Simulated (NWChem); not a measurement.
# UHF/LANL2DZ run of [H2]+ (SMILES [H][H+])

What is the vertical electron affinity of [H2]+ at UHF/LANL2DZ? 

The calculation is run with NWChem 7.3.0.

5 further runs of the same task are left out: 4 that didn't finish, 1 set aside as unsound or not needed.

## 1. Starting point

[H2]+ has 2 atoms, charge +1, and is taken as a doublet. As SMILES, `[H][H+]`. The shape is that of a GFN2-xTB optimisation.

## 2. A single-point energy at UHF/LANL2DZ

test.nw

```
start test
title "H2 hf"
memory total 2200 mb
charge 1
geometry noautoz
 H        0.000000       0.000000       0.000000
 H        0.000000       0.000000       1.026910
end
basis spherical
 * library "lanl2dz ecp"
end
scf
 nopen 1
 uhf
 direct
end
task scf energy
```

Launch:

```
nwchem test.nw > test.out
```

The log of the run:

```text
[...]
 Group name             D4h
[...]
  functions       =     4
[...]
  wavefunction    = UHF
[...]
         Total SCF energy =     -0.586296606551
      One electron energy =     -1.101606856719
      Two electron energy =      0.000000000000
 Nuclear repulsion energy =      0.515310250168
                       Sz =      0.5000
                 Sz(Sz+1) =      0.7500
                      S^2 =      0.7500
[...]
```

It took 0.6 s on 1 thread of Intel Xeon 6975P-C (Granite Rapids), shared host; peak memory 0.14 GiB.

## 3. Singlet neutral H2 at the same level

run.xyz

```xyz
2

H      0.000000     0.000000     0.000000
H      0.000000     0.000000     1.026910
```

run.nw

```
start run
memory total 2200 mb
geometry noautosym nocenter noautoz
  load run.xyz
end
basis spherical
  H library "lanl2dz ecp"
end
scf
  maxiter 80
  direct
  print medium
end
task scf energy
```

Launch:

```
nwchem run.nw > run.out
```

The log of the run:

```text
[...]
  functions       =     4
[...]
  wavefunction    = RHF
[...]
         Total SCF energy =     -1.089507095661
      One-electron energy =     -2.174570374774
      Two-electron energy =      0.569753028945
 Nuclear repulsion energy =      0.515310250168
        Time for solution =      0.0s
[...]
```

Wall time 0.62 s (1 thread of Intel Xeon 6975P-C (Granite Rapids), shared host); peak memory 0.14 GiB.

## 4. Summary of results

Level: UHF/LANL2DZ.

```
                                           quantity        value
                        doublet [H2]+: total energy  -0.58630 Eh
  doublet [H2]+: HOMO energy (highest over α and β)    -29.98 eV
                                doublet [H2]+: ⟨S²⟩        0.750
                   singlet neutral H2: total energy  -1.08951 Eh
                  singlet neutral H2: dipole moment       0.00 D
                    singlet neutral H2: HOMO energy    -14.08 eV
                    singlet neutral H2: LUMO energy      4.83 eV
                  singlet neutral H2: HOMO–LUMO gap     18.92 eV
vertical electron affinity (to the singlet neutral)    13.693 eV
```

**Reading.** At fixed nuclei the extra electron is bound by 13.69 eV (316 kcal/mol).
